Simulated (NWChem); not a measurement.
# GeH3Br (SMILES [GeH3][Br]) at 3 levels

Wanted: a comparison of 3 runs (HF/STO-3G, PBE/aug-cc-pVDZ, PBE0/aug-cc-pVDZ) of GeH3Br. 

The calculation is run with NWChem 7.3.0.

1 further run of the same task is left out (it didn't finish).

**1. Starting point**

GeH3Br has 5 atoms, charge 0, and is taken as a singlet. As SMILES, `[GeH3][Br]`. The shape is that of a PBE0-D4/def2-TZVP optimisation.

Bond lengths: Ge1–Br2 2.309 Å, Ge1–H3 1.532 Å, Ge1–H4 1.532 Å, Ge1–H5 1.532 Å. Angles: Br2–Ge1–H3 107.2°, Br2–Ge1–H4 107.2°, Br2–Ge1–H5 107.2°, H3–Ge1–H4 111.7°, H3–Ge1–H5 111.7°, H4–Ge1–H5 111.7°.

**2. Energy and forces at HF/STO-3G (run 1)**

File calc.nw:

```
start calc
title "BrGeH3 hf"
memory stack 880 mb heap 220 mb global 1100 mb
charge 0

geometry units angstroms noautosym nocenter noautoz
 Ge     0.139040     0.013690    -0.129150
 Br    -1.548450    -0.152490     1.438270
 H      0.128210     1.452190    -0.655100
 H     -0.172230    -0.995930    -1.238090
 H      1.453450    -0.317450     0.584070
end

basis spherical bse
 * library STO-3G
end

scf
 thresh 1e-08
 maxiter 80
 noprint "final vectors analysis"
end

task scf gradient
```

The run is started by

```console
$ nwchem calc.nw > calc.out
```

Log:

```text
[...]
  functions       =    39
[...]
  wavefunction    = RHF
[...]
         Total SCF energy =  -4598.217205069734
      One-electron energy =  -7060.989829058621
      Two-electron energy =   2154.532810049443
 Nuclear repulsion energy =    308.239813939444
        Time for solution =      1.4s
[...]
                         RHF ENERGY GRADIENTS
    atom               coordinates                        gradient
                 x          y          z           x          y          z
   1 Ge      0.262748   0.025870  -0.244058   -0.010280  -0.001017   0.009543
   2 Br     -2.926146  -0.288164   2.717936   -0.010225  -0.001007   0.009498
   3 H       0.242282   2.744241  -1.237959   -0.001725   0.035906  -0.011830
   4 H      -0.325468  -1.882035  -2.339651   -0.009254  -0.025442  -0.026436
   5 H       2.746622  -0.599894   1.103732    0.031484  -0.008441   0.019224
[...]
```

It took 2.9 s on 1 thread of Intel Xeon 6975P-C (Granite Rapids), shared host; peak memory 0.11 GiB.

**3. Energy and forces at PBE/aug-cc-pVDZ (run 2)**

File brgeh3.xyz:

```xyz
5

Ge     0.139040     0.013690    -0.129150
Br    -1.548450    -0.152490     1.438270
H      0.128210     1.452190    -0.655100
H     -0.172230    -0.995930    -1.238090
H      1.453450    -0.317450     0.584070
```

File brgeh3.nw:

```
start brgeh3
memory stack 880 mb heap 220 mb global 1100 mb
geometry units angstroms noautosym nocenter noautoz
  load format xyz brgeh3.xyz
end
basis "ao basis" spherical bse
  * library aug-cc-pVDZ
end
dft
  xc xpbe96 cpbe96
  grid fine
  convergence energy 1e-08
  iterations 100
  mulliken
end
task dft gradient
```

The run is started by

```console
$ nwchem brgeh3.nw > brgeh3.out
```

Log:

```text
[...]
          Wavefunction type:  closed shell.
          No. of atoms     :     5
          No. of electrons :    70
[...]
          Charge           :     0
          Spin multiplicity:     1
[...]
          AO basis - number of functions:    99
[...]
              XC Information
              --------------
          PerdewBurkeErnzerhof Exchange Functional  1.000
            Perdew 1991 LDA Correlation Functional  1.000 local
           PerdewBurkeErnz. Correlation Functional  1.000 non-local
[...]
 d= 0,ls=0.0,diis     1  -4652.1771452679 -4.96D+03  1.03D-02  4.06D-01    17.0
[...]
 d= 0,ls=0.0,diis     8  -4652.2209307599 -6.26D-10  2.26D-06  3.53D-08    87.4
         Total DFT energy =    -4652.220930759916
      One electron energy =    -7091.641863040090
           Coulomb energy =     2301.838291002537
    Exchange-Corr. energy =     -170.657172661807
 Nuclear repulsion energy =      308.239813939445
[...]
  wavefunction    = closed shell
                         DFT ENERGY GRADIENTS
    atom               coordinates                        gradient
                 x          y          z           x          y          z
   1 Ge      0.262748   0.025870  -0.244058   -0.003842  -0.000382   0.003567
   2 Br     -2.926146  -0.288164   2.717936    0.006915   0.000681  -0.006423
   3 H       0.242282   2.744241  -1.237959    0.000071  -0.004608   0.001652
   4 H      -0.325468  -1.882035  -2.339651    0.001034   0.003243   0.003524
   5 H       2.746622  -0.599894   1.103732   -0.004178   0.001066  -0.002321
[...]
```

Run time: 2.8 min. Hardware: 1 thread of Intel Xeon 6975P-C (Granite Rapids), shared host; peak memory 0.13 GiB.

**4. Energy and forces at PBE0/aug-cc-pVDZ (run 3)**

File work.nw:

```
start work
title "BrGeH3"
memory 2200 mb
charge 0

geometry units angstroms noautosym nocenter noautoz
  Ge    0.139040    0.013690   -0.129150
  Br   -1.548450   -0.152490    1.438270
  H     0.128210    1.452190   -0.655100
  H    -0.172230   -0.995930   -1.238090
  H     1.453450   -0.317450    0.584070
end

basis "ao basis" spherical bse
  * library aug-cc-pVDZ
end

dft
  xc pbe0
  grid fine
  convergence energy 1e-08
  maxiter 100
  mulliken
  noprint "final vectors analysis"
end

task dft gradient
```

The run is started by

```console
$ nwchem work.nw > work.out
```

Log:

```text
[...]
          Wavefunction type:  closed shell.
          No. of atoms     :     5
          No. of electrons :    70
[...]
          Charge           :     0
          Spin multiplicity:     1
[...]
          AO basis - number of functions:    99
[...]
              XC Information
              --------------
                         PBE0 Method XC Functional
                     Hartree-Fock (Exact) Exchange  0.250
          PerdewBurkeErnzerhof Exchange Functional  0.750
            Perdew 1991 LDA Correlation Functional  1.000 local
           PerdewBurkeErnz. Correlation Functional  1.000 non-local
[...]
 d= 0,ls=0.0,diis     1  -4652.3375420565 -4.96D+03  6.87D-03  2.62D-01    17.2
[...]
 d= 0,ls=0.0,diis     8  -4652.3715864910 -3.51D-10  4.49D-07  1.85D-09    88.9
         Total DFT energy =    -4652.371586491042
      One electron energy =    -7092.610575781680
           Coulomb energy =     2302.874884575046
    Exchange-Corr. energy =     -170.875709223852
 Nuclear repulsion energy =      308.239813939444
[...]
  wavefunction    = closed shell
                         DFT ENERGY GRADIENTS
    atom               coordinates                        gradient
                 x          y          z           x          y          z
   1 Ge      0.262748   0.025870  -0.244058   -0.002814  -0.000281   0.002611
   2 Br     -2.926146  -0.288164   2.717936    0.002905   0.000286  -0.002698
   3 H       0.242282   2.744241  -1.237959    0.000211  -0.000994   0.000182
   4 H      -0.325468  -1.882035  -2.339651    0.000423   0.000735   0.000596
   5 H       2.746622  -0.599894   1.103732   -0.000724   0.000254  -0.000692
[...]
```

Run time: 2.9 min. Hardware: 1 thread of Intel Xeon 6975P-C (Granite Rapids), shared host; peak memory 0.13 GiB.

**5. All runs side by side**

```
run             level  iteration cap  module   energy (Eh)  dipole moment (D)  largest force (eV/Å)  wall time
  1         HF/STO-3G             80     scf  -4598.217205               2.37                 1.946      2.9 s
  2   PBE/aug-cc-pVDZ            100     dft  -4652.220931               1.84                 0.487    2.8 min
  3  PBE0/aug-cc-pVDZ            100     dft  -4652.371586               1.96                 0.204    2.9 min
```

**6. Outcome**

| quantity | value |
| --- | --- |
| run 3: total energy | -4652.37159 Eh |
| run 3: dipole moment | 1.96 D |
| run 3: largest force on an atom | 0.204 eV/Å |

The dipole moment (its size) runs from 1.84 D (PBE/aug-cc-pVDZ) to 2.37 D (HF/STO-3G). The two ends differ in method and basis. Totals of different functionals can't be ranked against each other. In run 1 the basis is minimal, so the values are rough. All runs together took 5.7 min, the longest 2.9 min.
